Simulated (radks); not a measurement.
# Li⁻ held by a Watson sphere

An exercise on one series of results from a longer session: the logs are not shown, and one member is left open.

Method: non-relativistic Kohn-Sham, PBE, spin-polarised, spherical densities, point nucleus. Code: radks (a radial shooting solver on a logarithmic mesh, Libxc functionals) version 1.

## The atom as given

- element: lithium (Z = 3)
- charge: -1
- electrons: 4
- configuration: [He] 2s2

The outer shells:

Li⁻
```
[He] core
2s [↑↓]
```

The first run:

Input:

```text
Z 3
configuration [He] 2s2
relativity non-relativistic
functional pbe,pbe
spin polarised
nucleus point
watson charge 1 radius 2.59 bohr
response adiabatic LDA kernel
```

Steps of the session up to this table: R = 2.59 bohr; R = 2.63 bohr; R = 2.86 bohr; R = 2.88 bohr; R = 3.47 bohr; R = 3.58 bohr; R = 3.88 bohr.

One of the session's tables, all rows but one given; the rest of the session is left out.

```
R (bohr)  highest level (eV)  its <r> (bohr)  sum of <r²> (bohr²)  α (bohr³)
    2.59              -4.317           3.413                28.21      100.6
    2.63              -4.296           3.427                28.44      101.9
    2.86              -4.178           3.513                29.78      110.1
    2.88              -4.168           3.520                29.90      110.9
    3.47                   ?               ?                    ?          ?
    3.58              -3.804           3.781                34.29      141.1
    3.88              -3.652           3.889                36.23      156.1
```

Q: Estimate the row for R (bohr) = 3.47 from the others.

Worked estimate for «highest level (eV)». A straight line through the neighbours (2.88, -4.168) and (3.58, -3.804) gives -4.168 + (-3.804 + 4.168) × (3.47 − 2.88) / (3.58 − 2.88) = -3.861; a parabola fitted to 4 rows on both sides gives -3.860.

The run gave: highest level (eV): -3.860; its <r> (bohr): 3.741; sum of <r²> (bohr²): 33.58; α (bohr³): 135.9. In «highest level (eV)» the line misses by -0.001 and the parabola by 0.000.

A wider sphere makes a shallower well, so the ion swells. The polarisability goes from 101 to 156 bohr³. Response by self-consistent Sternheimer equations with the Hartree and adiabatic LDA kernel.
